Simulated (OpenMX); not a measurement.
Runs of OpenMX 3.8.5 on GaB. The structure is tetragonal, space group P4/mmm (No. 123). Conventional cell: a = 2.718 Å, b = 2.718 Å, c = 3.236 Å, α = 90.00°, β = 90.00°, γ = 90.00°. Ga (site symmetry 4/mmm) is surrounded by 8 B at 2.51 Å and 4 Ga at 2.72 Å. B (site symmetry 4/mmm) is surrounded by 8 Ga at 2.51 Å and 4 B at 2.72 Å. The cell was built by a generator and needn't be a form met in nature.

| level | potentials or basis | spin | k mesh | SCF threshold | mesh quality | pressure (GPa) | moment (μB) |
| --- | --- | --- | --- | --- | --- | --- | --- |
| PBE | OpenMX 2013 PBE set, Ga7.0-s3p2d2, B7.0-s2p2d1, grid cutoff 500 Ry | non-collinear, zero start, SOC | 7 × 7 × 5 | 1e-07 Ha | coarse | - | 0.00 |
| LDA | OpenMX 2013 LDA set, Ga7.0-s3p2d2, B7.0-s2p2d1, grid cutoff 500 Ry | off | 7 × 7 × 7 | 1e-08 Ha | not flagged | -5.1 | - |
| PBE | OpenMX 2013 PBE set, Ga7.0-s3p2d2, B7.0-s2p2d1, grid cutoff 500 Ry | non-collinear, zero start | 7 × 7 × 5 | 1e-07 Ha | coarse | - | 0.00 |
| PBE | OpenMX 2013 PBE set, Ga7.0-s3p2d2, B7.0-s2p2d1, grid cutoff 500 Ry | off | 7 × 7 × 7 | 1e-08 Ha | not flagged | (a) | - |

Alike in all rows: task band structure; cell as given; smearing fermi-dirac 0.05 eV.

Q: Estimate the missing entries.

A: (a) 1.6.

Caveats: some runs use coarse meshes; the basis of atomic orbitals isn't converged, which shifts pressures, moduli and gaps; total energies with and without spin-orbit coupling shouldn't be compared in this program (some runs).

Not every run made on this cell is shown here.
